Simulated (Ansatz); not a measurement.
This script makes vertical energies of changing the electron count of ClH4NSnTe, SMILES [NH2][SnH]([Cl])[TeH] with the Python package of Ansatz (0.2.0).

The script, `ip.py`:
```python
"""Removing and adding an electron on ClH4NSnTe at fixed geometry."""

import ansatz as az

SETTINGS = {
    "basis_set": "def2-SVPD",
    "xc": "CAM-B3LYP",
}


def total_energy(molecule, charge=0, unpaired=0):
    calc = (
        molecule.calculation()
        .basis(gaussian=SETTINGS["basis_set"])
        .functional(SETTINGS["xc"])
        .accuracy("medium")
    )
    if charge:
        calc = calc.charge(charge)
    if unpaired:
        calc = calc.spin("collinear", total=unpaired)
    report = calc.run(threads=1, pin="off").report
    if report["published_state_doubts"]:
        print("  doubts:", report["published_state_doubts"])
    return report["free_energy_ev"]


def main() -> None:
    molecule = (
        az.Crystal.molecule()
        .atom("N", [-0.0767, 1.7546, -0.4991])
        .atom("Sn", [0.5174, -0.1026, -0.0434])
        .atom("Cl", [1.7375, -0.0314, 1.9385])
        .atom("Te", [-1.5894, -1.7388, 0.2936])
        .atom("H", [-0.7424, 2.0986, 0.2547])
        .atom("H", [-0.7326, 1.7244, -1.357])
        .atom("H", [1.5485, -0.7113, -1.3374])
        .atom("H", [-0.5702, -3.0506, 0.6943])
    )

    # total-energy differences at one geometry
    parent = total_energy(molecule, 0, 0)
    cation = total_energy(molecule, 1, 1)
    print(f"E(N)   = {parent:.5f} eV")
    print(f"E(N-1) = {cation:.5f} eV  (1 unpaired)")
    print(f"vertical ionisation energy {cation - parent:.3f} eV")
    anion = total_energy(molecule, -1, 1)
    print(f"E(N+1) = {anion:.5f} eV  (1 unpaired)")
    print(f"vertical electron affinity {parent - anion:.3f} eV" + ("" if anion < parent else " (unbound in this basis)"))
    print(f"fundamental gap IP - EA = {cation + anion - 2 * parent:.3f} eV")


if __name__ == "__main__":
    main()
```

What does it cost to change the electron count at this fixed geometry?

At this unrelaxed geometry removing an electron costs 8.83 eV and adding one releases 0.19 eV.

The output:

```console
$ python ip.py
E(N)   = -27198.24095 eV
E(N-1) = -27189.40800 eV  (1 unpaired)
vertical ionisation energy 8.833 eV
E(N+1) = -27198.43010 eV  (1 unpaired)
vertical electron affinity 0.189 eV
fundamental gap IP - EA = 8.644 eV
```

Notes:
- These settings explore the input space; basis and method may be short of convergence.
- The geometry is a force-field or estimated start, not a minimum of this method, and the basis set is short of its limit. All parts are taken at fixed geometry, without zero-point energy. At an unrelaxed start these energies can be a whole eV from those at the minimum, and a small affinity can change sign.
- def2 sets replace the cores of elements past krypton by effective core potentials.
- Timing: 66 s on 1 thread of Arm Neoverse V2, on a shared host, peak memory 0.82 GiB.

(Lines on the test bed's own set-up are left out of the output.)
